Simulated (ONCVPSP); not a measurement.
# An ONCV potential for Tm, from input to tests

Do these settings give a usable potential? It is generated, then checked for transferability, scattering, ghosts and hardness.

Program: ONCVPSP 4.0.1. Reference atom: PBE, scalar-relativistic, spherical and spin-unpolarised. All values are calculated.

### 1 Settings

Typed settings, in words:

```
element                 : thulium (Tm, Z = 69)
type                    : optimised norm-conserving Vanderbilt (ONCV)
frozen core             : [Kr] 4d10 4f12
valence charge          : 11
reference configuration : 5s2 5p6 5d1 6s1 (charge +1)
partial waves           : 5s+6s: rc 1.70 bohr, ncon 3, nbas 8, qcut 5.6 1/bohr, 2 projectors; 5p: rc 1.75 bohr, ncon 4, nbas 7, qcut 8.7 1/bohr, 2 projectors, debl 2.1 Ha; 5d: rc 2.65 bohr, ncon 3, nbas 8, qcut 5.5 1/bohr, 2 projectors, debl 1 Ha
local potential         : polynomial inside 1.60 bohr (lpopt 5, dvloc0 4 Ha)
core correction         : not asked for
```

An earlier all-electron run gives the scale for the radii.

All-electron outer shells of the reference configuration (PBE, scalar-relativistic, ld1.x):

```json
{"shell": "5s", "level (eV)": "-64.28", "outermost node (bohr)": "0.59", "outermost maximum (bohr)": "1.08"}
{"shell": "5p", "level (eV)": "-37.00", "outermost node (bohr)": "0.63", "outermost maximum (bohr)": "1.24"}
{"shell": "4f", "level (eV)": "-16.18", "outermost node (bohr)": "–", "outermost maximum (bohr)": "0.49"}
{"shell": "6s", "level (eV)": "-9.93", "outermost node (bohr)": "1.46", "outermost maximum (bohr)": "2.98"}
{"shell": "5d", "level (eV)": "-8.04", "outermost node (bohr)": "0.71", "outermost maximum (bohr)": "1.83"}
{"shell": "6p", "level (eV)": "-5.94", "outermost node (bohr)": "1.76", "outermost maximum (bohr)": "3.87"}
```

### 2 The generation run

Tm.dat reads:

```
# ATOM AND REFERENCE CONFIGURATION
# atsym  z   nc   nv     iexc    psfile
  Tm 69.00   10    4        4      upf
#
#   n    l    f
    1    0    2.00
    2    0    2.00
    2    1    6.00
    3    0    2.00
    3    1    6.00
    3    2   10.00
    4    0    2.00
    4    1    6.00
    4    2   10.00
    4    3   12.00
    5    0    2.00
    5    1    6.00
    5    2    1.00
    6    0    1.00
#
# PSEUDOPOTENTIAL AND OPTIMIZATION
# lmax
    2
#
#   l,   rc,      ep,       ncon, nbas, qcut
    0    1.70    0.00    3    8    5.60
    1    1.75    0.00    4    7    8.70
    2    2.65    0.00    3    8    5.50
#
# LOCAL POTENTIAL
# lloc, lpopt,  rc(5),   dvloc0
    4    5    1.60    4.00
#
# VANDERBILT-KLEINMAN-BYLANDER PROJECTORs
# l, nproj, debl
    0    2    3.20
    1    2    2.10
    2    2    1.00
#
# MODEL CORE CHARGE
# icmod, fcfact, rcfact
    0    0.00    0.00
#
# LOG DERIVATIVE ANALYSIS
# epsh1, epsh2, depsh
   -4.00    5.00    0.02
#
# OUTPUT GRID
# rlmax, drl
    6.00    0.01
#
# TEST CONFIGURATIONS
# ncnf
    4
# nvcnf
#   n    l    f
    4
    5    0    2.00
    5    1    6.00
    5    2    1.00
    6    0    2.00
#
    4
    5    0    2.00
    5    1    6.00
    5    2    1.00
    6    0    0.00
#
    4
    5    0    2.00
    5    1    6.00
    5    2    0.00
    6    0    0.00
#
    5
    5    0    2.00
    5    1    6.00
    5    2    1.00
    6    0    1.00
    6    1    1.00
#
```

On the command line:

```sh
$ oncvpsp.x < Tm.dat > Tm.out
```

What does the calculation give? Wanted: cutoffs for 1 and 0.1 mHa per electron, occupied waves; bound ghosts; GHOST(+) flags; largest test error; largest phase difference near zero energy, channels read.

**Answer**, as computed:

| quantity | value |
| --- | --- |
| cutoffs for 1 and 0.1 mHa per electron, occupied waves | 23 Ha and 27 Ha |
| bound ghosts | none found |
| GHOST(+) flags | none at low energy |
| largest test error (AE − PS) | -18 meV, for 5s2 5p6 5d0 6s0 |
| largest phase difference near zero energy, channels read | 0.000 rad |

What this shows: By total energies transferability is good: the largest error is 18 meV on 32.9 eV, for 5s2 5p6 5d0 6s0. By its cutoff, 23 Ha for the looser tolerance, it is of middling hardness. At the looser tolerance the 5p wave is the slowest; 5s needs 13 Ha. The program's ghost test flags no bound state. Near zero energy the phases of the channels with partial waves agree within 0.001 rad. Note that the frozen 4f shell (-16 eV) lies higher than the valence 5s shell (-64 eV). These are tests on the free atom; a crystal test is still owed.
